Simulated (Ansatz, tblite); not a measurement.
**C₃₂H₁₈: one state, many levels**

Aim: run the singlet of C₃₂H₁₈ at one geometry on many levels, and compare frontier levels, spin and run time.

Method: as each input shows; program: Ansatz 0.2.0, Gaussian basis.

The runs, in order: GFN1-xTB, GFN2-xTB, PBE-D4/def2-TZVP, r2SCAN-D4/def2-TZVP, r2SCANh-D4/def2-TZVP, HF/def2-TZVP, BLYP-D4/def2-TZVP, PBE-D4/def2-SVP, PBE0-D4/def2-SVP, HF/6-31G, B3LYP-D4/6-31G, MP2/def2-SVP, RPA/def2-SVP.

## Step 1: The relaxed structure

The geometry is that of the singlet, from an earlier relaxation (PBE-D4/def2-SVP).

SMILES `C#Cc1ccc(C#Cc2ccc(C#Cc3ccc(C#Cc4ccccc4)cc3)cc2)cc1`, 50 atoms, charge 0, spin multiplicity 1.

Bond lengths: C1–C2 1.226 Å, C1–H33 1.081 Å, C2–C3 1.428 Å, C3–C4 1.418 Å, C3–C32 1.418 Å, C4–C5 1.395 Å, C4–H34 1.100 Å, C5–C6 1.419 Å, C5–H35 1.100 Å, C6–C7 1.426 Å, C6–C31 1.419 Å, C7–C8 1.232 Å, C8–C9 1.426 Å, C9–C10 1.419 Å, C9–C30 1.419 Å, C10–C11 1.394 Å, C10–H36 1.100 Å, C11–C12 1.419 Å and more. Angles: C2–C1–H33 180.0°, C1–C2–C3 180.0°, C2–C3–C4 120.7°, C2–C3–C32 120.7°, C4–C3–C32 118.6°, C3–C4–C5 120.7°, C3–C4–H34 119.1°, C5–C4–H34 120.2°, C4–C5–C6 120.7°, C4–C5–H35 120.2°, C6–C5–H35 119.0°, C5–C6–C7 120.7°, C5–C6–C31 118.5°, C7–C6–C31 120.8°, C6–C7–C8 179.9°, C7–C8–C9 180.0°, C8–C9–C10 120.7°, C8–C9–C30 120.7° and more.

PBE0-D4/def2-TZVP was run before; its log isn't repeated, and its numbers join the tables.

## Step 2: GFN1-xTB

Tight binding, by tblite at 300 K electronic temperature and without a spin-polarisation term:

```python
tblite.interface.Calculator('GFN1-xTB', numbers, positions, charge=0, uhf=0).singlepoint()
```

Energy -2096.9329 eV, HOMO -11.18 eV, LUMO -8.12 eV; 0.11 s.

## Step 3: GFN2-xTB

Tight binding, by tblite at 300 K electronic temperature and without a spin-polarisation term:

```python
tblite.interface.Calculator('GFN2-xTB', numbers, positions, charge=0, uhf=0).singlepoint()
```

Energy -2106.4316 eV, HOMO -10.17 eV, LUMO -7.09 eV; 0.1 s.

## Step 4: PBE-D4/def2-TZVP

start.molden holds the orbitals of an earlier run on this state, given as this run's starting guess.

Input file in.yaml:

```yaml
crystal:
  periodic: [false, false, false]
  atoms:
    - {symbol: C, position_ang: [13.859124, -0.198096, -0.076861]}
    - {symbol: C, position_ang: [12.633190, -0.180721, -0.069521]}
    - {symbol: C, position_ang: [11.205793, -0.160281, -0.061116]}
    - {symbol: C, position_ang: [10.464611, -1.369042, -0.079713]}
    - {symbol: C, position_ang: [9.070193, -1.349131, -0.071537]}
    - {symbol: C, position_ang: [8.362511, -0.119543, -0.044385]}
    - {symbol: C, position_ang: [6.936857, -0.099295, -0.036165]}
    - {symbol: C, position_ang: [5.704729, -0.082966, -0.029390]}
    - {symbol: C, position_ang: [4.279063, -0.062957, -0.021344]}
    - {symbol: C, position_ang: [3.560546, -0.064561, 1.202083]}
    - {symbol: C, position_ang: [2.166235, -0.044712, 1.209833]}
    - {symbol: C, position_ang: [1.434187, -0.022166, -0.005394]}
    - {symbol: C, position_ang: [0.008493, -0.001343, 0.002477]}
    - {symbol: C, position_ang: [-1.223614, 0.017042, 0.008458]}
    - {symbol: C, position_ang: [-2.649306, 0.037907, 0.015571]}
    - {symbol: C, position_ang: [-3.392453, -1.170753, 0.021124]}
    - {symbol: C, position_ang: [-4.786758, -1.150282, 0.027907]}
    - {symbol: C, position_ang: [-5.494668, 0.079433, 0.029698]}
    - {symbol: C, position_ang: [-6.920463, 0.100131, 0.036953]}
    - {symbol: C, position_ang: [-8.152221, 0.117692, 0.044457]}
    - {symbol: C, position_ang: [-9.580073, 0.138053, 0.050820]}
    - {symbol: C, position_ang: [-10.296021, 0.161249, 1.274767]}
    - {symbol: C, position_ang: [-11.695442, 0.181228, 1.274750]}
    - {symbol: C, position_ang: [-12.405452, 0.178452, 0.062708]}
    - {symbol: C, position_ang: [-11.706025, 0.155592, -1.155267]}
    - {symbol: C, position_ang: [-10.306676, 0.135535, -1.167061]}
    - {symbol: C, position_ang: [-4.751223, 1.287968, 0.023977]}
    - {symbol: C, position_ang: [-3.356909, 1.267730, 0.016933]}
    - {symbol: C, position_ang: [2.152908, -0.020463, -1.228753]}
    - {symbol: C, position_ang: [3.547207, -0.040702, -1.236648]}
    - {symbol: C, position_ang: [9.105383, 1.089254, -0.025872]}
    - {symbol: C, position_ang: [10.499795, 1.069205, -0.034165]}
    - {symbol: H, position_ang: [14.939950, -0.213707, -0.083188]}
    - {symbol: H, position_ang: [11.004292, -2.326949, -0.100211]}
    - {symbol: H, position_ang: [8.503121, -2.291189, -0.085739]}
    - {symbol: H, position_ang: [4.119380, -0.081917, 2.149086]}
    - {symbol: H, position_ang: [1.617585, -0.046346, 2.162931]}
    - {symbol: H, position_ang: [-2.852620, -2.128912, 0.020570]}
    - {symbol: H, position_ang: [-5.354234, -2.092304, 0.032933]}
    - {symbol: H, position_ang: [-9.735669, 0.163235, 2.221103]}
    - {symbol: H, position_ang: [-12.238940, 0.199569, 2.231889]}
    - {symbol: H, position_ang: [-13.505931, 0.194946, 0.067349]}
    - {symbol: H, position_ang: [-12.257816, 0.154679, -2.107838]}
    - {symbol: H, position_ang: [-9.754487, 0.117847, -2.118025]}
    - {symbol: H, position_ang: [-5.290984, 2.246147, 0.025986]}
    - {symbol: H, position_ang: [-2.789400, 2.209751, 0.013152]}
    - {symbol: H, position_ang: [1.593867, -0.003410, -2.175638]}
    - {symbol: H, position_ang: [4.095654, -0.039332, -2.189870]}
    - {symbol: H, position_ang: [8.565781, 2.047183, -0.004533]}
    - {symbol: H, position_ang: [11.066892, 2.011252, -0.019273]}
basis:
  gaussian: {orbitals: def2-TZVP, fitting: {mean_field: def2-universal-jkfit}, initial_orbitals: start.molden}
hamiltonian: {xc: pbe, dispersion: d4}
scf: {omitted_lower_state_checks: [starts]}
output: {forces: true, orbitals: {seedname: orbitals}}
```

Started as:

```sh
$ ansatz run in.yaml --threads 2 --pin off --events-out ev --progress --plain --max-ram 32768MiB --backend cuda --devices 0, --max-vram 18GiB
```

The runs that follow: r2SCAN-D4/def2-TZVP; r2SCANh-D4/def2-TZVP; HF/def2-TZVP; BLYP-D4/def2-TZVP; PBE-D4/def2-SVP; PBE0-D4/def2-SVP; HF/6-31G; B3LYP-D4/6-31G; MP2/def2-SVP; RPA/def2-SVP.

Before running them: what should the planned runs give, taken together? Wanted: gap in def2-TZVP, named functionals and Hartree-Fock, smallest and largest; correlation energy, MP2/def2-SVP; binding an atom, functionals in def2-TZVP; PBE0 total energy, smallest basis above largest.

As calculated:

| quantity | value |
| --- | --- |
| gap in def2-TZVP, named functionals and Hartree-Fock, smallest and largest | 3.08 eV (BLYP-D4), 9.83 eV (HF) |
| correlation energy, MP2/def2-SVP | -111.24 eV |
| binding an atom, functionals in def2-TZVP | 5.46 (r2SCANh-D4) to 5.70 eV (PBE-D4) |
| PBE0 total energy, smallest basis above largest | 34.65 eV (def2-SVP, def2-TZVP) |

Orbital gaps of the named functionals and Hartree-Fock in def2-TZVP span 3.08 eV (BLYP-D4) to 9.83 eV (HF); exact exchange widens it.
